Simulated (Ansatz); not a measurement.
**ClH4OSi2 radical: how energies converge with the basis set**

The task here is to estimate one member of a computed series from the others.

Program: Ansatz 0.2.0, Gaussian basis. Level of theory: one geometry, several basis sets. These are calculated values, not measurements.

Plan: PBE0-D4/def2-SVP; ωB97M-V/def2-SVP; PBE0-D4/def2-QZVPP; ωB97M-V/def2-QZVPP; the functionals' def2-TZVPP values are taken from earlier runs.

### The relaxed structure

The geometry comes from an earlier relaxation with PBE0-D4 in a triple-zeta def2 set; it is a stationary point, not always the lowest conformer.

SMILES `[SiH3]O[SiH]Cl`, 8 atoms, charge 0, spin multiplicity 2.

Atoms are counted from 1 here; the program's logs count them from 0.

Bond lengths: Si1–O2 1.648 Å, Si1–H5 1.483 Å, Si1–H6 1.482 Å, Si1–H7 1.485 Å, O2–Si3 1.625 Å, Si3–Cl4 2.063 Å, Si3–H8 1.491 Å. Angles: O2–Si1–H5 109.7°, O2–Si1–H6 107.4°, O2–Si1–H7 109.9°, H5–Si1–H6 110.2°, H5–Si1–H7 109.7°, H6–Si1–H7 110.0°, Si1–O2–Si3 144.7°, O2–Si3–Cl4 109.9°, O2–Si3–H8 107.9°, Cl4–Si3–H8 107.6°.

Set-up of the first run:

Contents of in.yaml:

```yaml
crystal:
  periodic: [false, false, false]
  atoms:
    - {symbol: Si, position_ang: [-0.834765, 0.791686, 0.657810]}
    - {symbol: O, position_ang: [0.598831, 0.278318, 0.028208]}
    - {symbol: Si, position_ang: [1.289019, -0.613242, -1.141520]}
    - {symbol: Cl, position_ang: [0.162518, -2.305069, -1.493389]}
    - {symbol: H, position_ang: [-1.500847, -0.329980, 1.363308]}
    - {symbol: H, position_ang: [-0.533625, 1.886461, 1.609508]}
    - {symbol: H, position_ang: [-1.714046, 1.291442, -0.429171]}
    - {symbol: H, position_ang: [2.624915, -1.056716, -0.650454]}
basis:
  gaussian: {orbitals: def2-SVP}
magnetization: {spin_polarized: true, initial_magnetization: 1}
hamiltonian: {xc: pbe0, dispersion: d4}
output: {orbitals: {seedname: orbitals}}
```

Launch:

```bash
$ ansatz run in.yaml --threads 4 --pin off --events-out ev --progress --plain --max-ram 10444MiB
```

Steps of the session up to this table: PBE0-D4 in def2-SVP; ωB97M-V in def2-SVP; PBE0-D4 in def2-QZVPP; ωB97M-V in def2-QZVPP.

One table of the session follows, with a row left open; its other results are not shown here.

It belongs to the step «Density functionals: the series». 

```
functional       basis  HOMO (eV)  LUMO (eV)
   PBE0-D4    def2-SVP      -6.23      -2.50
   PBE0-D4  def2-TZVPP      -6.34      -2.53
   PBE0-D4  def2-QZVPP      -6.37      -2.57
   ωB97M-V    def2-SVP      -7.98      -0.83
   ωB97M-V  def2-TZVPP      -8.12      -0.94
   ωB97M-V  def2-QZVPP          ?          ?
```

Estimate the missing values for ωB97M-V, def2-QZVPP.

**Answer.** HOMO (eV): -8.16; LUMO (eV): -1.02. In the column «HOMO (eV)» it is the lowest.
